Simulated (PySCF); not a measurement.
# From one method to the next for InSi (quartet)

What do other methods print for InSi (quartet)?

Computed with PySCF 2.14.0. Level: each script names its method and basis.

2 further runs of the same task are left out: 1 for a known fault of the program, 1 that didn't finish.

## 1. The starting structure

InSi (quartet): 2 atoms, charge 0, spin multiplicity 4.

Bond lengths: In1–Si2 2.505 Å.

## 2. Base script

File input.py:

```python
from pyscf import gto, dft

mol = gto.M(
    atom='In 0 0 0; Si 0 0 2.505',
    basis='def2-svpd',
    ecp={'In': 'def2-svpd'},
    charge=0,
    spin=3,
    verbose=3,
)
mf = dft.UKS(mol, xc='mn15')
mf.kernel()
mf.mulliken_pop()
mf.dip_moment()
print('orbital energies (hartree):', [e[max(0, n-3):n+3].round(4) for e, n in zip(mf.mo_energy, mol.nelec)])
```

Started as:

```console
$ python input.py
```

The log of this run is left out.

It gives: E(SCF) = -478.918593 Eh, ⟨S²⟩ = 3.753, μ = 1.22 D.

The bond length is a typed value, not an optimised one. The quartet is typed in the script; nothing here shows that it is the ground state.

## 3. Hse06

Edit 1 changes functional: mn15 → hse06.

File input.py:

```python
from pyscf import gto, dft

mol = gto.M(
    atom='In 0 0 0; Si 0 0 2.505',
    basis='def2-svpd',
    ecp={'In': 'def2-svpd'},
    charge=0,
    spin=3,
    verbose=3,
)
mf = dft.UKS(mol, xc='hse06')
mf.kernel()
mf.mulliken_pop()
mf.dip_moment()
print('orbital energies (hartree):', [e[max(0, n-3):n+3].round(4) for e, n in zip(mf.mo_energy, mol.nelec)])
```

Started as:

```console
$ python input.py
```

## 4. Pbesol

Edit 2 changes functional: mn15 → pbesol.

Changes to input.py since step 2:

```diff
@@ -10,3 +10,3 @@
 )
-mf = dft.UKS(mol, xc='mn15')
+mf = dft.UKS(mol, xc='pbesol')
 mf.kernel()
```

## 5. MP2 (UHF)

Edit 3 changes step after the SCF: analyze → mp2; SCF type: UKS → UHF; functional: mn15 → none (Hartree–Fock); frozen orbitals: none → 9.

Changes to input.py since step 2:

```diff
@@ -1,2 +1,2 @@
-from pyscf import gto, dft
+from pyscf import gto, scf, mp
 
@@ -10,5 +10,5 @@
 )
-mf = dft.UKS(mol, xc='mn15')
+mf = scf.UHF(mol)
 mf.kernel()
-mf.mulliken_pop()
+mp.MP2(mf, frozen=9).kernel()
 mf.dip_moment()
```

## 6. B3lyp5

Edit 4 changes functional: mn15 → b3lyp5.

Changes to input.py since step 2:

```diff
@@ -10,3 +10,3 @@
 )
-mf = dft.UKS(mol, xc='mn15')
+mf = dft.UKS(mol, xc='b3lyp5')
 mf.kernel()
```

What does the calculation give? Wanted: for each run, E(SCF); from base; SCF dipole; after the SCF.

**Answer**, as computed:

```csv
run,E(SCF) (hartree),from base (eV),SCF dipole (D),after the SCF
base,-478.918593,0,1.22,n/a
hse06,-479.362164,not comparable,1.69,n/a
pbesol,-478.571001,not comparable,1.45,n/a
MP2 (UHF),-478.009347,not comparable,2.03,"MP2 correlation -3.408 eV, core frozen"
b3lyp5,-479.420597,not comparable,1.56,n/a
```

**Reading.** A lower total energy from another functional means nothing by itself.
